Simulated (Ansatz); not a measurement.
# Cl2H4In2: the cost of one run

Program: Ansatz 0.2.0, Gaussian basis. Level of theory: the settings change from run to run. These are calculated values, not measurements.

### Step 1. The relaxed structure

An earlier PBE0-D4 in a triple-zeta def2 set relaxation fixed the geometry. In takes a core potential in def2 sets; no spin-orbit term is included.

SMILES `[Cl+]1[InH2-][Cl+][InH2-]1`, 8 atoms, charge 0, spin multiplicity 1.

Atoms are counted from 1 here; the program's logs count them from 0.

Bond lengths: Cl1–In2 2.558 Å, Cl1–In4 2.558 Å, In2–Cl3 2.558 Å, In2–H5 1.699 Å, In2–H6 1.699 Å, Cl3–In4 2.558 Å, In4–H7 1.699 Å, In4–H8 1.699 Å. Angles: In2–Cl1–In4 92.7°, Cl1–In2–Cl3 87.3°, Cl1–In2–H5 104.2°, Cl1–In2–H6 104.2°, Cl3–In2–H5 104.2°, Cl3–In2–H6 104.2°, H5–In2–H6 140.2°, In2–Cl3–In4 92.7°, Cl1–In4–Cl3 87.3°, Cl1–In4–H7 104.2°, Cl1–In4–H8 104.2°, Cl3–In4–H7 104.2°, Cl3–In4–H8 104.2°, H7–In4–H8 140.2°.

As a file:

```xyz
8
charge 0, multiplicity 1
Cl   -1.7474    0.1600   -0.1955
In    0.1400    1.8296    0.2461
Cl    1.7471   -0.1602    0.1974
In   -0.1400   -1.8296   -0.2463
H     0.3787    2.5965   -1.2512
H    -0.0113    2.2047    1.8965
H     0.0114   -2.2026   -1.8971
H    -0.3786   -2.5983    1.2501
```

### Step 2. B2PLYP/def2-TZVP

Options: coordinates scaled by 0.96.

File in.yaml:

```yaml
crystal:
  periodic: [false, false, false]
  atoms:
    - {symbol: Cl, position_ang: [-1.677483, 0.153592, -0.187678]}
    - {symbol: In, position_ang: [0.134381, 1.756400, 0.236296]}
    - {symbol: Cl, position_ang: [1.677254, -0.153826, 0.189548]}
    - {symbol: In, position_ang: [-0.134358, -1.756378, -0.236460]}
    - {symbol: H, position_ang: [0.363518, 2.492613, -1.201185]}
    - {symbol: H, position_ang: [-0.010801, 2.116511, 1.820623]}
    - {symbol: H, position_ang: [0.010991, -2.114504, -1.821227]}
    - {symbol: H, position_ang: [-0.363491, -2.494408, 1.200084]}
basis:
  gaussian: {orbitals: def2-TZVP}
hamiltonian: {xc: {name: B2PLYP}}
```

The run is started by

```bash
$ ansatz run in.yaml --threads 4 --pin off --events-out ev --progress --plain --max-ram 10444MiB
```

Q: Estimate wall time and peak memory on 4 threads of Intel Xeon Platinum 8259CL at 2.50GHz, shared host.

About 8 s, with a peak of 0.63 GiB.
